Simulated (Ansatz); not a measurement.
**C₄H₁₀O₃: small, medium and large basis sets**

One table from this session's results is given with a row withheld; the runs are named, their logs left out.

The runs use Ansatz 0.2.0, Gaussian basis; one geometry, several basis sets.

The runs, in order: PBE0-D4/def2-SVP; ωB97M-V/def2-SVP; PBE0-D4/def2-QZVPP; ωB97M-V/def2-QZVPP; the functionals' def2-TZVPP values are taken from earlier runs.

### Structure used throughout

All runs share one geometry, relaxed beforehand with PBE0-D4 in a triple-zeta def2 set.

SMILES `OCCOCCO`, 17 atoms, charge 0, spin multiplicity 1.

Atoms are counted from 1 here; the program's logs count them from 0.

Bond lengths: O1–C2 1.407 Å, O1–H8 0.964 Å, C2–C3 1.513 Å, C2–H9 1.100 Å, C2–H10 1.093 Å, C3–O4 1.413 Å, C3–H11 1.099 Å, C3–H12 1.093 Å, O4–C5 1.406 Å, C5–C6 1.515 Å, C5–H13 1.101 Å, C5–H14 1.099 Å, C6–O7 1.409 Å, C6–H15 1.092 Å, C6–H16 1.098 Å, O7–H17 0.960 Å. Angles: C2–O1–H8 106.4°, O1–C2–C3 111.0°, O1–C2–H9 110.9°, O1–C2–H10 107.7°, C3–C2–H9 110.4°, C3–C2–H10 109.4°, H9–C2–H10 107.2°, C2–C3–O4 111.4°, C2–C3–H11 110.7°, C2–C3–H12 109.5°, O4–C3–H11 110.7°, O4–C3–H12 105.8°, H11–C3–H12 108.7°, C3–O4–C5 114.4°, O4–C5–C6 108.0°, O4–C5–H13 111.5°, O4–C5–H14 110.6°, C6–C5–H13 109.6° and more.

The first run:

in.yaml reads:

```yaml
crystal:
  periodic: [false, false, false]
  atoms:
    - {symbol: O, position_ang: [-0.483108, -1.061399, -2.461664]}
    - {symbol: C, position_ang: [-0.036404, -1.759914, -1.325517]}
    - {symbol: C, position_ang: [-0.855664, -1.395302, -0.106628]}
    - {symbol: O, position_ang: [-0.852356, -0.000171, 0.118131]}
    - {symbol: C, position_ang: [0.308886, 0.484429, 0.745716]}
    - {symbol: C, position_ang: [0.108390, 1.958752, 1.029331]}
    - {symbol: O, position_ang: [1.225256, 2.518629, 1.680169]}
    - {symbol: H, position_ang: [-0.687301, -0.166522, -2.168461]}
    - {symbol: H, position_ang: [1.031207, -1.568747, -1.141489]}
    - {symbol: H, position_ang: [-0.143639, -2.828973, -1.528576]}
    - {symbol: H, position_ang: [-0.492101, -1.932120, 0.780611]}
    - {symbol: H, position_ang: [-1.900779, -1.666244, -0.275614]}
    - {symbol: H, position_ang: [1.197822, 0.348430, 0.110229]}
    - {symbol: H, position_ang: [0.492282, -0.051337, 1.687533]}
    - {symbol: H, position_ang: [-0.742746, 2.086775, 1.700702]}
    - {symbol: H, position_ang: [-0.128269, 2.483392, 0.094544]}
    - {symbol: H, position_ang: [1.958537, 2.550312, 1.060962]}
basis:
  gaussian: {orbitals: def2-SVP}
hamiltonian: {xc: pbe0, dispersion: d4}
output: {orbitals: {seedname: orbitals}}
```

Run with:

```
> ansatz run in.yaml --threads 2 --pin off --events-out ev --progress --plain --max-ram 32768MiB --backend cpu
```

Steps of the session up to this table: PBE0-D4 in def2-SVP; ωB97M-V in def2-SVP; PBE0-D4 in def2-QZVPP; ωB97M-V in def2-QZVPP.

One of the session's tables, all rows but one given; the rest of the session is left out.

It belongs to the step «Density functionals: the series». 

```
functional       basis  HOMO (eV)  LUMO (eV)
   PBE0-D4    def2-SVP      -7.39       1.41
   PBE0-D4  def2-TZVPP      -7.58       0.73
   PBE0-D4  def2-QZVPP      -7.63       0.32
   ωB97M-V    def2-SVP          ?          ?
   ωB97M-V  def2-TZVPP     -10.01       2.16
   ωB97M-V  def2-QZVPP     -10.06       1.51
```

Q: Estimate the row for ωB97M-V, def2-SVP from the others.

As computed: HOMO (eV): -9.81; LUMO (eV): 3.07. In the column «HOMO (eV)» it lies between ωB97M-V, def2-TZVPP (-10.01) and PBE0-D4, def2-QZVPP (-7.63).
